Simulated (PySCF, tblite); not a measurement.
# (3-methylpentyl)amine: a rotation path, then NMR shifts on frames, part 2 of 2

tblite 0.8.0 and PySCF 2.14.0. Atoms count from 0. The steps go on from the part before.

**6. NMR shieldings: image 6, PBE0/pcSseg-1**

The job: settings as JSON, then the geometry in Å.

```
{"job": {"kind": "nmr", "xc": "PBE0", "basis": "pcSseg-1", "pop": false}, "charge": 0, "multiplicity": 1}
C     -1.967100    -1.283400    -0.688800
C     -0.897300    -0.829000     0.298800
C     -0.302700     0.538600    -0.058800
C     -1.284800     1.660300     0.275500
C      1.023700     0.798400     0.665700
C      2.174900    -0.143900     0.279000
N      2.180400    -0.436900    -1.146800
H     -2.328000    -2.276400    -0.429100
H     -2.815900    -0.605000    -0.686400
H     -1.563300    -1.319300    -1.699100
H     -0.105400    -1.580000     0.319900
H     -1.324900    -0.782200     1.303200
H     -0.103400     0.569700    -1.134100
H     -2.214600     1.539300    -0.273700
H     -1.510900     1.663400     1.340200
H     -0.861700     2.627100     0.012800
H      0.869000     0.727000     1.744900
H      1.327500     1.821300     0.438900
H      2.132300    -1.055700     0.899500
H      3.118800     0.358100     0.510600
H      3.035600    -0.919100    -1.400100
H      1.407300    -1.052900    -1.374800
```

Method: GIAO PBE0/pcSseg-1 NMR shielding, non-relativistic, gas phase.

The program printed:

```text
coarse grid: 16880 points
cycle   1  E = -291.9118939093  dE =  4.908e-01  |g| = 5.098e-01  |ddm| = 3.870e+00
cycle   2  E = -291.8929926042  dE =  1.890e-02  |g| = 5.967e-01  |ddm| = 1.037e+00
cycle   3  E = -291.9800972745  dE = -8.710e-02  |g| = 4.407e-02  |ddm| = 5.716e-01
cycle   4  E = -291.9803948284  dE = -2.976e-04  |g| = 2.260e-02  |ddm| = 5.199e-02
cycle   5  E = -291.9805037467  dE = -1.089e-04  |g| = 4.196e-03  |ddm| = 1.967e-02
cycle   6  E = -291.9805073967  dE = -3.650e-06  |g| = 7.422e-04  |ddm| = 3.825e-03
final grid: 158824 points
cycle   7  E = -292.0226195113  dE = -7.755e-05  |g| = 1.078e-02  |ddm| = 4.258e-02
cycle   8  E = -292.0226094257  dE =  1.009e-05  |g| = 1.258e-02  |ddm| = 2.088e-02
cycle   9  E = -292.0226494665  dE = -4.004e-05  |g| = 6.767e-04  |ddm| = 1.141e-02
cycle  10  E = -292.0226495546  dE = -8.803e-08  |g| = 2.822e-04  |ddm| = 9.215e-04
cycle  11  E = -292.0226495719  dE = -1.730e-08  |g| = 5.197e-05  |ddm| = 2.259e-04
cycle  12  E = -292.0226495724  dE = -5.615e-10  |g| = 1.308e-05  |ddm| = 5.696e-05
converged SCF energy = -292.0226495724

GIAO shielding tensors (ppm)
atom      isotropic    diamagn.    paramagn.     s11        s22        s33       span
  0 C      171.950     246.604     -74.654    156.260    172.158    187.433     31.173
  1 C      157.190     249.282     -92.093    141.459    157.697    172.414     30.955
  2 C      154.102     248.709     -94.607    142.182    150.518    169.606     27.424
  3 C      164.127     247.091     -82.964    144.812    159.719    187.850     43.038
  4 C      146.057     247.326    -101.270    128.115    147.888    162.167     34.051
  5 C      145.244     244.634     -99.390    126.141    141.338    168.254     42.113
  6 N      235.264     315.115     -79.852    204.876    238.920    261.995     57.119
  7 H       30.568      28.576       1.991     25.804     27.588     38.311     12.507
  8 H       30.436      30.218       0.218     25.300     29.932     36.076     10.776
  9 H       31.045      30.609       0.435     26.491     29.613     37.030     10.539
 10 H       30.222      33.973      -3.751     24.574     31.595     34.497      9.923
 11 H       31.019      33.030      -2.012     27.137     29.960     35.959      8.823
 12 H       30.119      34.772      -4.653     26.481     30.094     33.783      7.302
 13 H       30.190      31.000      -0.810     24.759     29.392     36.418     11.659
 14 H       31.223      31.055       0.168     27.856     28.656     37.156      9.300
 15 H       30.759      30.518       0.241     26.166     28.412     37.698     11.531
 16 H       30.714      32.493      -1.779     26.944     30.024     35.173      8.228
 17 H       30.001      32.094      -2.094     24.044     30.190     35.769     11.725
 18 H       28.378      30.955      -2.578     23.757     27.411     33.966     10.209
 19 H       28.868      28.906      -0.038     23.833     27.925     34.845     11.012
 20 H       31.085      29.581       1.504     23.379     27.538     42.339     18.960
 21 H       31.458      33.911      -2.453     22.909     32.615     38.849     15.941
```

Wall time 79 s (1 thread of Intel Xeon at 2.50GHz, shared host); peak memory 0.88 GiB.

In short: δ C5 41.7, C4 40.9, C2 32.8, C1 29.7, H18 3.34, H19 2.85 ppm.

**7. Shielding tensors: image 8, PBE0/pcSseg-1**

The job: settings as JSON, then the geometry in Å.

```
{"job": {"kind": "nmr", "xc": "PBE0", "basis": "pcSseg-1", "pop": false}, "charge": 0, "multiplicity": 1}
C     -2.191300    -1.275300    -0.442600
C     -0.947900    -0.881200     0.348100
C     -0.310100     0.431000    -0.122800
C     -1.256400     1.611400     0.092600
C      1.007700     0.710500     0.615200
C      2.164000    -0.236300     0.288200
N      2.638100    -0.023800    -1.071000
H     -2.516700    -2.272900    -0.155200
H     -3.012100    -0.588400    -0.256000
H     -1.980800    -1.280300    -1.510200
H     -0.216700    -1.686300     0.254100
H     -1.204600    -0.792500     1.406500
H     -0.104900     0.354200    -1.196000
H     -2.170200     1.491400    -0.482500
H     -1.517900     1.698900     1.145200
H     -0.781500     2.538400    -0.220400
H      0.822000     0.671700     1.691000
H      1.339500     1.719600     0.364700
H      1.867300    -1.279900     0.485300
H      2.997800    -0.003400     0.957600
H      3.446500    -0.607400    -1.256400
H      1.918000    -0.280100    -1.737700
```

Method: GIAO PBE0/pcSseg-1 NMR shielding, non-relativistic, gas phase.

The program printed:

```text
coarse grid: 16880 points
cycle   1  E = -291.9142020746  dE =  4.895e-01  |g| = 5.115e-01  |ddm| = 3.862e+00
cycle   2  E = -291.8965356564  dE =  1.767e-02  |g| = 5.943e-01  |ddm| = 9.933e-01
cycle   3  E = -291.9827473994  dE = -8.621e-02  |g| = 4.180e-02  |ddm| = 5.390e-01
cycle   4  E = -291.9830146018  dE = -2.672e-04  |g| = 2.130e-02  |ddm| = 4.828e-02
cycle   5  E = -291.9831102451  dE = -9.564e-05  |g| = 4.361e-03  |ddm| = 1.801e-02
cycle   6  E = -291.9831142364  dE = -3.991e-06  |g| = 6.465e-04  |ddm| = 3.800e-03
final grid: 158824 points
cycle   7  E = -292.0245447558  dE = -6.265e-05  |g| = 1.070e-02  |ddm| = 3.489e-02
cycle   8  E = -292.0245345538  dE =  1.020e-05  |g| = 1.252e-02  |ddm| = 2.029e-02
cycle   9  E = -292.0245741409  dE = -3.959e-05  |g| = 5.990e-04  |ddm| = 1.112e-02
cycle  10  E = -292.0245742084  dE = -6.750e-08  |g| = 2.554e-04  |ddm| = 7.259e-04
cycle  11  E = -292.0245742227  dE = -1.430e-08  |g| = 3.826e-05  |ddm| = 1.942e-04
cycle  12  E = -292.0245742230  dE = -3.088e-10  |g| = 1.019e-05  |ddm| = 4.485e-05
converged SCF energy = -292.0245742230

GIAO shielding tensors (ppm)
atom      isotropic    diamagn.    paramagn.     s11        s22        s33       span
  0 C      172.136     246.363     -74.227    158.464    170.957    186.988     28.524
  1 C      156.983     249.181     -92.198    139.432    160.377    171.139     31.707
  2 C      153.437     248.075     -94.638    143.670    149.844    166.799     23.129
  3 C      164.098     247.911     -83.813    148.011    157.703    186.579     38.568
  4 C      142.408     247.598    -105.190    130.756    138.002    158.464     27.708
  5 C      144.618     246.013    -101.395    130.958    136.676    166.221     35.263
  6 N      232.142     314.406     -82.264    199.038    238.482    258.906     59.868
  7 H       30.507      28.404       2.103     25.687     27.695     38.139     12.452
  8 H       30.450      30.081       0.369     25.393     29.891     36.065     10.672
  9 H       31.124      30.487       0.637     26.743     29.301     37.329     10.585
 10 H       29.966      33.712      -3.745     23.627     31.620     34.652     11.024
 11 H       31.190      33.126      -1.936     26.890     30.621     36.058      9.168
 12 H       30.646      35.214      -4.569     26.729     30.575     34.633      7.904
 13 H       30.197      31.322      -1.125     24.725     29.526     36.339     11.614
 14 H       31.242      31.348      -0.107     28.120     28.508     37.098      8.978
 15 H       30.759      30.838      -0.079     26.217     28.633     37.427     11.210
 16 H       30.589      32.847      -2.258     26.402     30.434     34.932      8.529
 17 H       30.021      32.103      -2.082     25.019     29.846     35.198     10.179
 18 H       28.376      32.221      -3.845     23.925     28.273     32.929      9.004
 19 H       29.016      29.309      -0.293     23.795     28.167     35.088     11.293
 20 H       30.978      29.332       1.646     23.515     27.380     42.038     18.523
 21 H       31.220      33.405      -2.185     22.878     32.379     38.405     15.527
```

Run time: 76 s. Hardware: 1 thread of Intel Xeon at 2.50GHz, shared host; peak memory 0.91 GiB.

Key values: δ C4 44.5, C5 42.3, C2 33.5, C1 29.9, H18 3.34, H19 2.70 ppm.

**8. Comparing the runs: NMR shifts**

Shifts (ppm) of some atoms, chosen among heavy atoms and hydrogens apart, with basis size and wall time:

```tsv
frame	C5	C2	C4	C1	H10	H12	N6	functions	time
image 0	49.6	43.8	43.4	32.6	4.22	1.07	46.7	194	98 s
image 2	48.5	38.6	41.9	35.4	2.93	1.24	42.5	194	78 s
image 4	42.0	33.0	38.6	37.4	1.21	2.28	33.6	194	82 s
image 6	41.7	32.8	40.9	29.7	1.50	1.60	32.5	194	79 s
image 8	42.3	33.5	44.5	29.9	1.75	1.07	35.6	194	76 s
```

**9. Results**

What follows sums up all 2 parts.

| quantity | value |
| --- | --- |
| barrier | 0.217 eV (5.0 kcal/mol) at image 4 |
| end to end (GFN2-xTB) | 0.031 eV |
| 13C shifts against TMS (PBE0/pcSseg-1, image 0) | 49.6, 43.8, 43.4, 32.6, 23.0, 15.1 ppm |
| 1H shifts against TMS (PBE0/pcSseg-1, image 0) | 4.22, 3.64, 2.80, 1.50, 1.44, 1.13, 1.13, 1.07, 0.93, 0.91, 0.79, 0.67, 0.51, 0.46 ppm and more |
| 15N shifts against NH3 (PBE0/pcSseg-1, image 0) | 46.7 ppm |
| potential on the surface of density 0.002 e/bohr³, 1st and 99th percentile | -1.27 V and 1.24 V |
| range of the shift of N6 | 32.5 to 46.7 ppm |

**Reading.** Along the band the dihedral turns by 147°, and the top (dihedral -8°) lies 5.0 kcal/mol above the start (GFN2-xTB, rough), so at room temperature this motion is fast. Ends this close can change order at a higher level. The top was not checked by a frequency run. Shifts at one fixed geometry are not the observed spectrum, which averages over the motion. In the first frame run (image 0): The widest tensor belongs to N6: span 68 ppm, with a paramagnetic part of -93 ppm. In ppm, N6 moves most: its shift spreads over 14.3 ppm, from 32.5 (image 6) to 46.7 (image 0).
